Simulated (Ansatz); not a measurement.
**B₂HF₃: up Jacob's ladder to CCSD(T)**

How much do the methods differ for B₂HF₃? The plan is to run it at one geometry with functionals of several rungs and with coupled cluster. The yardstick is the atomisation energy at the CCSD(T) limit.

Method: functionals in def2-TZVPP, the program's frozen cores in correlated methods; program: Ansatz 0.2.0, Gaussian basis.

Levels to be run: LDA (SPW92), PBE-D4, revPBE-D4, BLYP-D4, r2SCAN-D4, B97M-V, PBE0-D4, B3LYP-D4, r2SCANh-D4, r2SCAN0-D4, HSE06-D4, BHLYP-D4, CAM-B3LYP-D4, LC-ωPBE, ωB97X-V, ωB97M-V, B2PLYP, PBE-QIDH; CCSD(T)/def2-SVP; CCSD(T)/def2-TZVPP; MP2/def2-QZVPP; extrapolation to the limit; RPA on PBE.

### Step 1. The geometry

An earlier PBE0-D4 in a triple-zeta def2 set relaxation fixed the geometry.

SMILES `FBB(F)F`, 6 atoms, charge 0, spin multiplicity 1.

Atoms are counted from 1 here; the program's logs count them from 0.

Bond lengths: F1–B2 1.322 Å, B2–B3 1.719 Å, B2–H6 1.202 Å, B3–F4 1.321 Å, B3–F5 1.321 Å. Angles: F1–B2–B3 119.8°, F1–B2–H6 116.4°, B3–B2–H6 123.9°, B2–B3–F4 121.8°, B2–B3–F5 121.8°, F4–B3–F5 116.3°.

### Step 2. LDA

This LDA is Slater exchange with PW92 correlation.

Input file in.yaml:

```yaml
crystal:
  periodic: [false, false, false]
  atoms:
    - {symbol: F, position_ang: [0.018769, 0.817258, 1.701293]}
    - {symbol: B, position_ang: [-0.331009, -0.076595, 0.792319]}
    - {symbol: B, position_ang: [0.317237, 0.023839, -0.796503]}
    - {symbol: F, position_ang: [1.427807, -0.605268, -1.136890]}
    - {symbol: F, position_ang: [-0.288001, 0.702861, -1.754418]}
    - {symbol: H, position_ang: [-1.102804, -0.926294, 1.147998]}
basis:
  gaussian: {orbitals: def2-TZVPP}
hamiltonian: {xc: lda}
output: {orbitals: {seedname: orbitals}}
```

Launch:

```sh
> ansatz run in.yaml --threads 2 --pin off --events-out ev --progress --plain --max-ram 4352MiB
```

Further steps of the session: PBE-D4 (GGA); revPBE-D4 (GGA); BLYP-D4 (GGA); r2SCAN-D4 (meta-GGA); B97M-V (meta-GGA); B3LYP-D4 (hybrid); r2SCANh-D4 (hybrid); r2SCAN0-D4 (hybrid); HSE06-D4 (hybrid); BHLYP-D4 (hybrid); CAM-B3LYP-D4 (range-separated); LC-ωPBE (range-separated); ωB97X-V (range-separated); ωB97M-V (range-separated); B2PLYP (double hybrid); PBE-QIDH (double hybrid); CCSD(T) in def2-SVP; CCSD(T) in def2-TZVPP; MP2 in def2-QZVPP; RPA on PBE orbitals.

Before running them: what should the planned runs give, taken together? Wanted: atomisation energy, CCSD(T)/CBS; farthest beyond LDA; mean size of error, GGA; mean size of error, meta-GGA; mean size of error, hybrid; mean size of error, range-separated; mean size of error, double hybrid; gap, smallest and largest; T1 diagnostic.

As calculated:

| quantity | value |
| --- | --- |
| atomisation energy, CCSD(T)/CBS | 629.6 kcal/mol |
| functionals within 3.1 kcal/mol (0.5 %) | revPBE-D4, B3LYP-D4, r2SCANh-D4, B2PLYP, PBE-QIDH |
| farthest beyond LDA | PBE-D4 (+21.9 kcal/mol) |
| mean size of error, GGA | 9.7 kcal/mol |
| mean size of error, meta-GGA | 7.4 kcal/mol |
| mean size of error, hybrid | 6.8 kcal/mol |
| mean size of error, range-separated | 7.1 kcal/mol |
| mean size of error, double hybrid | 1.3 kcal/mol |
| gap, smallest and largest | 4.48 eV (LDA (SPW92)), 12.53 eV (LC-ωPBE) |
| T1 diagnostic | 0.0143 |
| triples share of the correlation energy | 2.9 % |

What this shows: The LDA atomisation energy is off by 104.3 kcal/mol (17 %): it overbinds. PBE-D4 is off by +21.9 kcal/mol. Double hybrids carry the basis error of their MP2 part in triple zeta, and no dispersion term here, so their miss is partly the set-up's. By mean error the best rung here is double hybrid (1.3 kcal/mol) and the worst beyond LDA is GGA (9.7 kcal/mol). The reference freezes the cores and leaves out relativity and excitations past (T), so misses under about 3.1 kcal/mol can't be ranked. Hartree-Fock recovers 78 % of the binding; the rest is correlation. CCSD(T) in def2-SVP is off by -22.2 kcal/mol, which most functionals beat. Orbital gaps span 4.5 to 12.5 eV; exact exchange widens them.
